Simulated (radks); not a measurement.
# Ca in [Ar] 4s2: an all-electron calculation

One table from this session's results is given with a row withheld; the runs are named, their logs left out.

Program: radks (a radial shooting solver on a logarithmic mesh, Libxc functionals) version 1. Level of theory: Dirac Kohn-Sham, PBE, spin-unpolarised, spherical densities, point nucleus. These are calculated values, not measurements, unless marked.

### The system

```
element       : calcium (Z = 20)
charge        : 0
electrons     : 20
configuration : [Ar] 4s2
```

The outer shells:

Ca
```
[Ar] core
4s [↑↓]
```

The first run:

Settings of this run:

```text
Z 20
configuration [Ar] 4s2 3d0 4p0
relativity Dirac
functional pbe,pbe
spin unpolarised
j_filling energy
nucleus point
c 137.035999084
```

On the command line:

```console
> python run_ks.py task.json out
```

The same process makes all the runs of this session.

One of the session's tables, all rows but one given; the rest of the session is left out.

It belongs to the step «Shells». Sizes of the orbitals, from the radial functions (bohr):

| level | <r> | outermost maximum (interpolated) | 90 % within | nodes |
| --- | --- | --- | --- | --- |
| 1s1/2 | 0.07684 | 0.0503 | 0.137 | 0 |
| 2s1/2 | 0.3642 | 0.300 | 0.567 | 1 |
| 2p1/2 | 0.3261 | 0.245 | 0.538 | 0 |
| 2p3/2 | 0.3286 | 0.247 | 0.542 | 0 |
| 3s1/2 | ? | ? | ? | ? |
| 3p1/2 | 1.266 | 1.04 | 1.96 | 1 |
| 3p3/2 | 1.274 | 1.05 | 1.97 | 1 |
| 4s1/2 | 4.020 | 3.40 | 6.02 | 3 |
| 3d3/2 | 2.368 | 1.27 | 4.41 | 0 |
| 3d5/2 | 2.377 | 1.28 | 4.43 | 0 |
| 4p1/2 | 5.389 | 4.35 | 8.27 | 2 |
| 4p3/2 | 5.417 | 4.38 | 8.31 | 2 |

Estimate the missing values for 3s1/2.

As computed: <r>: 1.156; outermost maximum (interpolated): 0.994; 90 % within: 1.73; nodes: 2. In the column «<r>» it lies between 2s1/2 (0.3642) and 3p1/2 (1.266).
